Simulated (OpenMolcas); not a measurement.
# One shape, several levels: WCl4O (SMILES O=[W](Cl)(Cl)(Cl)Cl)

We compute a comparison of 6 runs (B3LYP/def2-SVP, BHLYP/def2-SVP, BLYP/def2-SVP, SVWN5/def2-SVP, r2SCAN/def2-SVP, MP2/def2-SVP) of WCl4O. 

The calculation is run with OpenMolcas 26.06.

## Step 1: Starting point

WCl4O: 6 atoms, total charge 0, spin state singlet. SMILES: `O=[W](Cl)(Cl)(Cl)Cl`. The coordinates come from a PBE0-D4/def2-TZVP relaxation.

Bond lengths: O1–W2 1.668 Å, W2–Cl3 2.287 Å, W2–Cl4 2.287 Å, W2–Cl5 2.287 Å, W2–Cl6 2.287 Å. Angles: O1–W2–Cl3 104.0°, O1–W2–Cl4 103.9°, O1–W2–Cl5 103.9°, O1–W2–Cl6 103.9°, Cl3–W2–Cl4 152.1°, Cl3–W2–Cl5 86.7°, Cl3–W2–Cl6 86.7°, Cl4–W2–Cl5 86.7°, Cl4–W2–Cl6 86.7°, Cl5–W2–Cl6 152.1°.

## Step 2: Energy and gradient at B3LYP/def2-SVP (core potential) (run 1)

Input file job.input:

```
&GATEWAY
 BasLib=$CurrDir
 Coord
 6
 angstrom
 O       -0.010050      -1.747150       0.186510
 W       -0.000510      -0.089070       0.009510
 Cl       1.915280       0.567920       1.072290
 Cl      -1.910010       0.350500      -1.170330
 Cl       1.129180       0.249450      -1.950250
 Cl      -1.123900       0.668360       1.852270
 Basis=def2-SVP
 Group=NoSym

&SEWARD
 GridInput
 Grid=UltraFine
 End of Grid

&SCF
 KSDFT=B3LYP
 Thresholds=1e-10 1e-07 1e-07 1e-05
 PrOrbitals=1 2

&ALASKA
```

The basis set def2-SVP is read from a file made from the Basis Set Exchange's data (not shown).

Command:

```bash
$ export MOLCAS_MEM=1860
$ pymolcas job.input > job.log
```

The log of the run:

```text
--- Start Module: gateway ---
[...]
--- Stop Module: gateway /rc=_RC_ALL_IS_WELL_ ---
[...]
      Basis functions          118
[...]
--- Start Module: scf ---
[...]
       Convergence after  19 Iterations
[...]
::    Total KS-DFT energy                           -1982.7859748606
[...]
      Total spin, S                                     0.0000000000
[...]
      Total electronic charge=   90.000000
      Total            charge=   -0.000000
[...]
      Dipole Moment (debye):
      Origin of the operator (angstrom)=    0.0003    0.0585   -0.0062
                   X=  3.9404E-03               Y=  6.7177E-01               Z= -7.1705E-02           Total=  6.7560E-01
      Quadrupole Moment (debye*angstrom):
[...]
--- Stop Module: scf /rc=_RC_ALL_IS_WELL_ ---
[...]
--- Start Module: alaska ---
[...]
 *              Molecular gradients               *
 **************************************************
  Irreducible representation: a
 ------------------------------------------------------------------------------------------
                              X                       Y                       Z
 ------------------------------------------------------------------------------------------
  O1                1.11544099023864E-04    1.94433245098722E-02   -2.07650424085681E-03
  W2               -4.01109382048154E-05   -7.54912316787504E-03    8.07434308408794E-04
  CL3              -1.11981191008432E-02   -3.60968074693879E-03   -6.23771837186737E-03
  CL4               1.11608117274926E-02   -2.33855813242023E-03    6.87150639907941E-03
  CL5              -6.60155725934786E-03   -1.74915742073489E-03    1.14297884361356E-02
  CL6               6.56743147217043E-03   -4.19680504190190E-03   -1.07945065308357E-02
 ------------------------------------------------------------------------------------------
--- Stop Module: alaska /rc=_RC_ALL_IS_WELL_ ---
[...]
```

Wall time 54 s (1 thread of Arm Neoverse V2, shared host); peak memory 0.74 GiB.

## Step 3: Energy and gradient at BHLYP/def2-SVP (core potential) (run 2)

job.input, as its differences from that of step 2:

```diff
@@ -20,5 +20,5 @@
 &SCF
- KSDFT=B3LYP
+ KSDFT=HYB_GGA_XC_BHANDHLYP
  Thresholds=1e-10 1e-07 1e-07 1e-05
- PrOrbitals=1 2
+ PrOrbitals=0
```

The basis set def2-SVP is read from a file made from the Basis Set Exchange's data (not shown).

Command:

```bash
$ export MOLCAS_MEM=1860
$ pymolcas job.input > job.log
```

The log of the run:

```text
--- Start Module: gateway ---
[...]
--- Stop Module: gateway /rc=_RC_ALL_IS_WELL_ ---
[...]
      Basis functions          118
[...]
--- Start Module: scf ---
[...]
       Convergence after  17 Iterations
[...]
::    Total KS-DFT energy                           -1982.5084530977
[...]
      Total spin, S                                     0.0000000000
[...]
      Total electronic charge=   90.000000
      Total            charge=   -0.000000
[...]
      Dipole Moment (debye):
      Origin of the operator (angstrom)=    0.0003    0.0585   -0.0062
                   X=  4.1273E-03               Y=  7.0266E-01               Z= -7.5000E-02           Total=  7.0666E-01
      Quadrupole Moment (debye*angstrom):
[...]
--- Stop Module: scf /rc=_RC_ALL_IS_WELL_ ---
[...]
--- Start Module: alaska ---
[...]
 *              Molecular gradients               *
 **************************************************
  Irreducible representation: a
 ------------------------------------------------------------------------------------------
                              X                       Y                       Z
 ------------------------------------------------------------------------------------------
  O1               -8.44624043871978E-05   -1.46171460115099E-02    1.55939276092232E-03
  W2                1.30099125226657E-04    2.20402482284183E-02   -2.35112313499669E-03
  CL3              -5.19201307172423E-03   -2.15023818343774E-03   -2.83959619755336E-03
  CL4               5.16753614462928E-03   -1.56121053889713E-03    3.23465611262108E-03
  CL5              -3.06125301020899E-03   -1.28902933844088E-03    5.34656641059428E-03
  CL6               3.04009321652288E-03   -2.42262415614825E-03   -4.94989595180328E-03
 ------------------------------------------------------------------------------------------
--- Stop Module: alaska /rc=_RC_ALL_IS_WELL_ ---
[...]
```

Run time: 50 s. Hardware: 1 thread of Arm Neoverse V2, shared host; peak memory 0.74 GiB.

Runs 3 to 4 aren't shown in full; the table further down has their settings and results.

## Step 4: Energy and gradient at r2SCAN/def2-SVP (core potential) (run 5)

Input file test.input:

```
* Cl4OW Kohn-Sham DFT

&GATEWAY
  BasLib = $CurrDir
  Coord
  6
  angstrom
  O       -0.010050      -1.747150       0.186510
  W       -0.000510      -0.089070       0.009510
  Cl       1.915280       0.567920       1.072290
  Cl      -1.910010       0.350500      -1.170330
  Cl       1.129180       0.249450      -1.950250
  Cl      -1.123900       0.668360       1.852270
  Basis = def2-SVP
  Group = NoSym

&SEWARD
  GridInput
  Grid=UltraFine
  End of Grid

&SCF
  KSDFT = 2
  1.0 MGGA_X_R2SCAN
  1.0 MGGA_C_R2SCAN
  Thresholds = 1e-10 1e-07 1e-07 1e-05
  PrOrbitals = 1 2

&ALASKA
```

The basis set def2-SVP is read from a file made from the Basis Set Exchange's data (not shown).

Command:

```bash
$ export MOLCAS_MEM=1860
$ pymolcas test.input > test.log
```

The log of the run:

```text
--- Start Module: gateway ---
[...]
--- Stop Module: gateway /rc=_RC_ALL_IS_WELL_ ---
[...]
      Basis functions          118
[...]
--- Start Module: scf ---
[...]
       Convergence after  21 Iterations
[...]
::    Total KS-DFT energy                           -1982.6240312121
[...]
      Total spin, S                                     0.0000000000
[...]
      Total electronic charge=   90.000000
      Total            charge=   -0.000000
[...]
      Dipole Moment (debye):
      Origin of the operator (angstrom)=    0.0003    0.0585   -0.0062
                   X=  3.3450E-03               Y=  5.6825E-01               Z= -6.0654E-02           Total=  5.7149E-01
      Quadrupole Moment (debye*angstrom):
[...]
--- Stop Module: scf /rc=_RC_ALL_IS_WELL_ ---
[...]
--- Start Module: alaska ---
[...]
 *              Molecular gradients               *
 **************************************************
  Irreducible representation: a
 ------------------------------------------------------------------------------------------
                              X                       Y                       Z
 ------------------------------------------------------------------------------------------
  O1                1.15610965639029E-04    2.01516602142817E-02   -2.15212547698584E-03
  W2               -7.08987828213388E-05   -1.28996339315175E-02    1.37859374360866E-03
  CL3              -8.02144703564522E-03   -2.26872992795180E-03   -4.50438585927415E-03
  CL4               7.99752214170013E-03   -1.35769049704226E-03    4.89032825182889E-03
  CL5              -4.72899846699093E-03   -9.36111979513043E-04    8.15485430121043E-03
  CL6               4.70821117801279E-03   -2.68949387822381E-03   -7.76726496024338E-03
 ------------------------------------------------------------------------------------------
--- Stop Module: alaska /rc=_RC_ALL_IS_WELL_ ---
[...]
```

It took 73 s on 1 thread of Arm Neoverse V2, shared host; peak memory 0.74 GiB.

## Step 5: The energy at MP2/def2-SVP (core potential) (run 6)

Input file mol.inp:

```
* Cl4OW MP2

&GATEWAY
 BasLib=$CurrDir
 Coord
 6
 angstrom
 O       -0.010050      -1.747150       0.186510
 W       -0.000510      -0.089070       0.009510
 Cl       1.915280       0.567920       1.072290
 Cl      -1.910010       0.350500      -1.170330
 Cl       1.129180       0.249450      -1.950250
 Cl      -1.123900       0.668360       1.852270
 Basis=def2-SVP
 Group=NoSym

&SEWARD

&SCF
 Thresholds=1e-10 1e-07 1e-07 1e-05
 PrOrbitals=1 1

&MBPT2
 Frozen=21
```

The basis set def2-SVP is read from a file made from the Basis Set Exchange's data (not shown).

Command:

```bash
$ export MOLCAS_MEM=1860
$ pymolcas mol.inp > mol.log
```

The log of the run:

```text
--- Start Module: gateway ---
[...]
--- Stop Module: gateway /rc=_RC_ALL_IS_WELL_ ---
[...]
      Basis functions          118
[...]
--- Start Module: scf ---
[...]
       Convergence after  16 Iterations
[...]
::    Total SCF energy                              -1978.7663804317
[...]
      Total spin, S                                     0.0000000000
[...]
      Total electronic charge=   90.000000
      Total            charge=   -0.000000
[...]
      Dipole Moment (debye):
      Origin of the operator (angstrom)=    0.0003    0.0585   -0.0062
                   X=  4.4961E-03               Y=  7.6531E-01               Z= -8.1683E-02           Total=  7.6967E-01
      Quadrupole Moment (debye*angstrom):
[...]
--- Stop Module: scf /rc=_RC_ALL_IS_WELL_ ---
[...]
--- Start Module: mbpt2 ---
[...]
WARNING!
Default frozen orbitals as non valence orbitals is overwritten by user input.
Default values:  21
[...]
       Reference weight ( Cref**2 )         =        0.69491
::    Total MBPT2 energy                            -1979.8931458295
[...]
      Total MBPT2 calculations                           1.10      1.24
--- Stop Module: mbpt2 /rc=_RC_ALL_IS_WELL_ ---
[...]
```

It took 18 s on 1 thread of Arm Neoverse V2, shared host; peak memory 0.74 GiB.

## Step 6: Overview of the runs

```
run                             level      task  integration grid   energy (Eh)  dipole moment (D) of the reference  HOMO energy (eV)  LUMO energy (eV)  wall time
  1   B3LYP/def2-SVP (core potential)  gradient         UltraFine  -1982.785975                                0.68             -8.62             -5.09       54 s
  2   BHLYP/def2-SVP (core potential)  gradient         UltraFine  -1982.508453                                0.71            -10.16             -4.26       50 s
  3    BLYP/def2-SVP (core potential)  gradient         UltraFine  -1982.695788                                0.67             -7.31             -5.26       58 s
  4   SVWN5/def2-SVP (core potential)  gradient         UltraFine  -1976.196816                                0.73             -7.69             -5.63       41 s
  5  r2SCAN/def2-SVP (core potential)  gradient         UltraFine  -1982.624031                                0.57             -8.03             -5.69       73 s
  6     MP2/def2-SVP (core potential)    energy                 –  -1979.893146                                0.77            -12.22             -1.92       18 s
```

## Step 7: Summary of results

| quantity | value |
| --- | --- |
| run 6: total energy | -1979.89315 Eh |
| run 6: dipole moment (mean-field density) | 0.77 D |
| run 6: HOMO energy (Hartree–Fock orbitals) | -12.22 eV |
| run 6: LUMO energy (Hartree–Fock orbitals) | -1.92 eV |
| run 6: HOMO–LUMO gap (Hartree–Fock orbitals) | 10.30 eV |
| run 6: correlation energy (21 core orbitals frozen) | -1126.8 mEh |

In words: Over runs 1, 2, 3, 4, 5 the dipole moment (its size) runs from 0.57 D (r2SCAN/def2-SVP) to 0.73 D (SVWN5/def2-SVP). Over runs 1, 2, 3, 4, 5 the HOMO–LUMO gap runs from 2.06 eV (SVWN5/def2-SVP) to 5.90 eV (BHLYP/def2-SVP). Totals of different functionals can't be ranked against each other. All runs together took 4.9 min, the longest 73 s.
